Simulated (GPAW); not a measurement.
Here is a GPAW 26.7.0 calculation.

Contents of run.py:

```python
from ase import Atoms
from ase.dft.bandgap import bandgap
from ase.io import write
from ase.units import GPa
from ase.parallel import parprint
from gpaw import GPAW, PW, setup_paths

setup_paths.insert(0, '.')

atoms = Atoms(['Ni', 'Mo', 'Pd', 'Ir', 'W'],
              cell=[[2.760777569, 0.0, 0.0],
                    [-1.3803887845, 2.3909035089, 0.0],
                    [0.0, 0.0, 11.34051]],
              scaled_positions=[[0.0, 0.0, 0.70917],
                                [0.6666666667, 0.3333333333, 0.29425],
                                [0.6666666667, 0.3333333333, 0.89901],
                                [0.0, 0.0, 0.10604],
                                [0.6666666667, 0.3333333333, 0.52921]],
              pbc=True)
atoms.set_initial_magnetic_moments([1.0, 1.0, 0.0, 0.6, 0.0])

calc = GPAW(mode=PW(600),
            xc='GGA_X_PW91+GGA_C_PW91',
            kpts={'size': (8, 8, 2), 'gamma': True},
            occupations={'name': 'fermi-dirac', 'width': 0.05},
            nbands=64,
            convergence={'density': 1e-05, 'energy': 1e-05},
            maxiter=150,
            txt='gpaw.txt')
atoms.calc = calc
energy = atoms.get_potential_energy()
forces = atoms.get_forces()
stress = atoms.get_stress()
calc.write('gs.gpw')
write('result.traj', atoms)
parprint(f'Energy: {energy:.6f} eV')
parprint('Forces (eV/A):')
parprint(forces.round(4))
parprint('Stress (GPa):', (stress / GPa).round(3))
parprint('Moments:', calc.get_magnetic_moments().round(3))
parprint('Fermi level:', round(calc.get_fermi_level(), 4), 'eV')
parprint(f'Gap: {bandgap(calc)[0]:.4f} eV, direct: {bandgap(calc, direct=True)[0]:.4f} eV')

path = atoms.cell.bandpath('GMKGALHA,LM,KH', npoints=80, eps=1e-4)
bs_calc = calc.fixed_density(kpts=path, symmetry='off', nbands=87,
                             convergence={'bands': 'CBM+6.0', 'eigenstates': 1e-6}, txt='bands.txt')
bs = bs_calc.band_structure()
bs.write('bs.json')
parprint(f'Gap on the path: {bandgap(bs_calc)[0]:.4f} eV')
```

Potentials or basis: PAW data sets generated in the run's folder for this functional, pw.

Command:

```bash
$ gpaw-setup -f GGA_X_PW91+GGA_C_PW91 Ir Mo Ni Pd W
$ OMP_NUM_THREADS=1 mpirun -n 8 gpaw python run.py
```

Estimate the net moment.

0.00 μB per cell.

Estimate the pressure.

0.0 GPa.

What does it give for the largest force?

0.267 eV/Å.

Stress tensor (GPa, compression positive):
```
-0.01  0.00  0.00
 0.00 -0.01  0.00
 0.00  0.00  0.09
```

Caveat: the stock nickel data set gives pressures a few GPa off other programs; spin-orbit coupling is left out, which moves the levels of the heavy elements.
